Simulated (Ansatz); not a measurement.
# HfN, space group F-43m: a projected density of states

Program: the Python package of Ansatz (0.2.0).

`hfn.extxyz`
```text
2
Lattice="0.0 2.454822 2.454822 2.454822 0.0 2.454822 2.454822 2.454822 0.0" Properties=species:S:1:pos:R:3 pbc="T T T"
Hf    0.00000000    0.00000000    0.00000000
N     3.68223300    3.68223300    3.68223300
```

`pdos_hfn.py`:
```python
"""Which atoms and shells make the states of HfN."""

from dataclasses import dataclass
import sys

import ansatz as az
import numpy as np


@dataclass
class Settings:
    functional: str = "lda"
    kmesh: tuple[int, ...] = (12, 12, 12)
    filling: str = "methfessel_paxton"
    extra_bands: int = 10


opts = Settings()

cell = az.Crystal.from_extxyz("hfn.extxyz")

calc = (
    cell.calculation()
    .functional(opts.functional)
    .kpoints(mesh=opts.kmesh)
    .occupations(opts.filling)
    .scf(extra_bands=opts.extra_bands)
    .density_of_states(projected=True, energy_step=0.1)
)
try:
    result = calc.run()
except az.NonConvergedError as error:
    sys.exit(f"no convergence: {error}")
except az.RefusalError as error:
    sys.exit(f"input refused: {error}")
summary = result.report

dos = result.density_of_states()
energy = np.asarray(dos.energies_ev) - dos.fermi_ev
curves = {}
for site in result.projected_density_of_states().sites:
    for shell in site.shells:
        weight = sum(np.sum(curve.g_bin_mean_per_ev, axis=0) for curve in shell.curves)
        name = f"{site.species} {shell.label}"
        curves[name] = curves.get(name, 0) + weight

step = energy[1] - energy[0]
windows = [(-8, -4), (-4, 0), (0, 6)]
print("states by shell in windows of E - E_F (eV):", windows)
for name, g in curves.items():
    print(f"{name:8s}", " ".join(f"{step * g[(energy >= a) & (energy < b)].sum():8.3f}" for a, b in windows))
filled = (energy < 0) & (energy > -8)
for name, g in curves.items():
    if g[filled].sum() * step > 0.5:
        print(f"centre of {name}: {np.average(energy[filled], weights=g[filled]):.2f} eV")
```

```console
$ python pdos_hfn.py
DeckWarning: basis.ecutwfc = 420 eV, auto-derived from the records' recommended cutoffs: set by Hf (normal level)
states by shell in windows of E - E_F (eV): [(-8, -4), (-4, 0), (0, 6)]
Hf 5S       0.019    0.001    0.007
Hf 6S       0.249    0.040    0.478
Hf 5P       0.074    0.017    0.013
Hf 5D       1.551    0.868    5.512
Hf 4F       0.024    0.003    0.006
N 2S        0.023    0.027    0.363
N 2P        3.572    0.470    0.987
centre of Hf 5D: -3.70 eV
centre of N 2P: -4.91 eV
```
(Warnings from the package without file and line.)

Spin is left out of this run. Spin-orbit coupling, which matters for elements this heavy, is left out. This cell is a computed structure, which may not be the phase found in nature. Curves are summed over the cell's atoms. Only shells that the potentials hold have channels, so projections don't add up to the total, least of all where a shell is missing (p of most metals); heights and places of peaks move with the mesh. The density of states is complete only as far up as bands were computed. A band centre counts only the states inside the window taken. Run time: 5.3 s on 1 thread of Arm Neoverse V1, with other jobs on the host, peak memory 0.39 GiB.
